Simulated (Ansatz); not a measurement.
# CH₅AlOS: basis-set convergence

One table from this session's results is given with a row withheld; the runs are named, their logs left out.

The runs use Ansatz 0.2.0, Gaussian basis; one geometry, several basis sets.

Levels to be run: PBE0-D4/def2-SVP; ωB97M-V/def2-SVP; PBE0-D4/def2-QZVPP; ωB97M-V/def2-QZVPP; the functionals' def2-TZVPP values are taken from earlier runs.

### The relaxed structure

The geometry comes from an earlier relaxation with PBE0-D4 in a triple-zeta def2 set; it is a stationary point, not always the lowest conformer.

9 atoms, charge 0, spin multiplicity 1.

Atoms are counted from 1 here; the program's logs count them from 0.

Bond lengths: O1–Al2 1.692 Å, O1–H5 0.957 Å, Al2–C3 1.965 Å, Al2–H6 1.577 Å, C3–S4 1.801 Å, C3–H7 1.095 Å, C3–H8 1.095 Å, S4–H9 1.345 Å. Angles: Al2–O1–H5 123.5°, O1–Al2–C3 120.8°, O1–Al2–H6 117.3°, C3–Al2–H6 121.9°, Al2–C3–S4 109.9°, Al2–C3–H7 108.9°, Al2–C3–H8 108.8°, S4–C3–H7 110.9°, S4–C3–H8 110.9°, H7–C3–H8 107.4°, C3–S4–H9 99.9°.

Coordinates:

```
O    -0.46744    2.21824   -0.26529
Al   -0.13286    0.98737    0.84589
C     0.20024   -0.85272    0.24129
S     0.10204   -0.93367   -1.55540
H    -0.50897    2.07874   -1.21074
H    -0.10222    1.38139    2.37248
H     1.18769   -1.16816    0.59328
H    -0.53928   -1.51505    0.70286
H     0.34919   -2.24244   -1.74147
```

Set-up of the first run:

Input file in.yaml:

```yaml
crystal:
  periodic: [false, false, false]
  atoms:
    - {symbol: O, position_ang: [-0.467436, 2.218240, -0.265292]}
    - {symbol: Al, position_ang: [-0.132858, 0.987370, 0.845889]}
    - {symbol: C, position_ang: [0.200242, -0.852724, 0.241286]}
    - {symbol: S, position_ang: [0.102044, -0.933671, -1.555398]}
    - {symbol: H, position_ang: [-0.508968, 2.078742, -1.210738]}
    - {symbol: H, position_ang: [-0.102215, 1.381388, 2.372482]}
    - {symbol: H, position_ang: [1.187688, -1.168156, 0.593283]}
    - {symbol: H, position_ang: [-0.539284, -1.515048, 0.702857]}
    - {symbol: H, position_ang: [0.349186, -2.242440, -1.741469]}
basis:
  gaussian: {orbitals: def2-SVP}
hamiltonian: {xc: pbe0, dispersion: d4}
output: {orbitals: {seedname: orbitals}}
```

Launch:

```
$ ansatz run in.yaml --threads 2 --pin off --events-out ev --progress --plain --max-ram 4352MiB
```

Among the steps run: PBE0-D4 in def2-SVP; ωB97M-V in def2-SVP; PBE0-D4 in def2-QZVPP; ωB97M-V in def2-QZVPP.

One of the session's tables, all rows but one given; the rest of the session is left out.

It belongs to the step «Functionals by basis». 

| functional | basis | HOMO (eV) |
| --- | --- | --- |
| PBE0-D4 | def2-SVP | -6.69 |
| PBE0-D4 | def2-TZVPP | -6.89 |
| PBE0-D4 | def2-QZVPP | -6.94 |
| ωB97M-V | def2-SVP | -8.92 |
| ωB97M-V | def2-TZVPP | -9.14 |
| ωB97M-V | def2-QZVPP | ? |

Q: Estimate the row for ωB97M-V, def2-QZVPP from the others.

As computed: HOMO (eV): -9.19. In the column «HOMO (eV)» it is the lowest.
